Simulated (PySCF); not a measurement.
# CeCl3H3N (Ce(Cl)3(NH3)): the cost of one run

Program: PySCF 2.14.0. Level of theory: PBE0, Ce lcecp-1-SVP with ECP47, Cl def2-SVP, N def2-SVP, H def2-SVP; scalar-relativistic core potentials, no spin–orbit coupling. These are calculated values, not measurements.

5 further runs of the same task are left out: 2 for a known fault of the program, 3 that didn't finish.

## Step 1: The starting structure

8 atoms, charge 0, spin multiplicity 1.

Bond lengths: Ce1–Cl2 2.704 Å, Ce1–Cl3 2.704 Å, Ce1–Cl4 2.704 Å, Ce1–N5 2.607 Å, N5–H6 1.020 Å, N5–H7 1.020 Å, N5–H8 1.020 Å. Angles: Cl2–Ce1–Cl3 109.5°, Cl2–Ce1–Cl4 109.5°, Cl2–Ce1–N5 109.5°, Cl3–Ce1–Cl4 109.5°, Cl3–Ce1–N5 109.5°, Cl4–Ce1–N5 109.5°, Ce1–N5–H6 113.0°, Ce1–N5–H7 113.0°, Ce1–N5–H8 113.0°, H6–N5–H7 105.8°, H6–N5–H8 105.8°, H7–N5–H8 105.8°.

Coordinates:

```xyz
8

Ce    0.00000    0.00000    0.00000
Cl    1.56110    1.56110    1.56110
Cl   -1.56110   -1.56110    1.56110
Cl    1.56110   -1.56110   -1.56110
N    -1.50540    1.50540   -1.50540
H    -2.11860    2.11860   -0.96840
H    -0.96840    2.11860   -2.11860
H    -2.11860    0.96840   -2.11860
```

Formal oxidation states: Ce +3. Each metal's 1 4f electrons lie in its core potential, so multiplicities, spins and levels count the valence alone.

## Step 2: SCF at the start, singlet

The input, run.py (the lines that set the calculation):

```python
mol = gto.M(atom='''
Ce     0.00000     0.00000     0.00000
Cl     1.56110     1.56110     1.56110
Cl    -1.56110    -1.56110     1.56110
Cl     1.56110    -1.56110    -1.56110
N     -1.50540     1.50540    -1.50540
H     -2.11860     2.11860    -0.96840
H     -0.96840     2.11860    -2.11860
H     -2.11860     0.96840    -2.11860''',
    basis={'Ce': 'lcecp-1-SVP', 'Cl': 'def2-SVP', 'N': 'def2-SVP', 'H': 'def2-SVP'},
    ecp={'Ce': 'lcecp-1-SVP'},
    charge=0, spin=0)
mf = dft.RKS(mol, xc='PBE0')
mf.grids.atom_grid = (50, 194)  # f atoms: unpruned, at least (60, 302)
mf = mf.density_fit()  # fitting sets: Ce AutoAux, Cl def2-universal-JKFIT, N def2-universal-JKFIT, H def2-universal-JKFIT
mf.conv_tol = 1e-08; mf.max_cycle = 55
mf.kernel(dm0)  # dm0: free metal ions and neutral atoms
```

Launch:

```console
OMP_NUM_THREADS=2 python run.py
```

What time and memory should one allow on 2 threads of AMD EPYC 7R43 (Zen 3), shared host?

About 4.3 s, with a peak of 0.64 GiB.
